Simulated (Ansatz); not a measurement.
C2H5FSSi, SMILES C=C(F)S[SiH3], vertical spin-state energies

Computed with Ansatz's Python interface.

Run as a notebook:

**Cell 1**
```python
import warnings

import ansatz as az
```

**Cell 2**
```python
BASIS = 'def2-SVPD'
XC = 'r2SCAN'
```

**Cell 3**
```python
GEOMETRY = '''
C    -1.69940    0.97540    1.14880
C    -0.64230    0.48100    0.62300
F     0.47530    0.60960    1.31170
S    -0.58100   -0.33290   -0.88830
Si    1.37340   -0.97810   -1.19930
H    -1.70890    1.55200    2.08810
H    -2.67810    0.96270    0.63470
H     1.50240   -1.68520   -2.47730
H     1.78230   -1.85680   -0.03320
H     2.25960    0.22090   -1.20530
'''
```

**Cell 4**
```python
warnings.simplefilter('ignore', az.DeckWarning)
```

**Cell 5**
```python
c2h5fssi = az.Crystal.molecule()
for line in GEOMETRY.strip().splitlines():
    symbol, *xyz = line.split()
    c2h5fssi = c2h5fssi.atom(symbol, [float(v) for v in xyz])
```

**Cell 6**
```python
model = c2h5fssi.calculation().basis(gaussian=BASIS).functional(XC)
found = {}
for unpaired in [0, 2]:
    report = model.spin('collinear', total=unpaired).run(threads=1).report
    s = unpaired / 2
    found[unpaired] = report['free_energy_ev']
    print(f'2S+1 = {unpaired + 1}: E = {found[unpaired]:.5f} eV, <S^2> = {abs(report["mean_field"]["state"]["spin_squared"]):.3f} (pure state {s * (s + 1):.2f})')
lowest = min(found, key=found.get)
for unpaired, e in found.items():
    print(f'multiplicity {unpaired + 1}: {(e - found[lowest]):.3f} eV above the lowest')
```
Output:
```text
2S+1 = 1: E = -23571.52514 eV, <S^2> = 0.000 (pure state 0.00)
2S+1 = 3: E = -23567.40839 eV, <S^2> = 2.011 (pure state 2.00)
multiplicity 1: 0.000 eV above the lowest
multiplicity 3: 4.117 eV above the lowest
```

In order: multiplicity 1 (+0.00 eV) and multiplicity 3 (+4.12 eV), all at the one geometry.

These settings explore the input space; basis and method may be short of convergence. The geometry is a force-field or estimated start, not a minimum of this method, and the basis set is short of its limit. All parts are taken at fixed geometry, without zero-point energy. Finished in 45 s on 1 thread of Intel(R) Xeon(R) Platinum 8375C CPU @ 2.90GHz (Ice Lake), on a shared host, peak memory 0.39 GiB.

(Lines on the test bed's own set-up are left out of the output.)
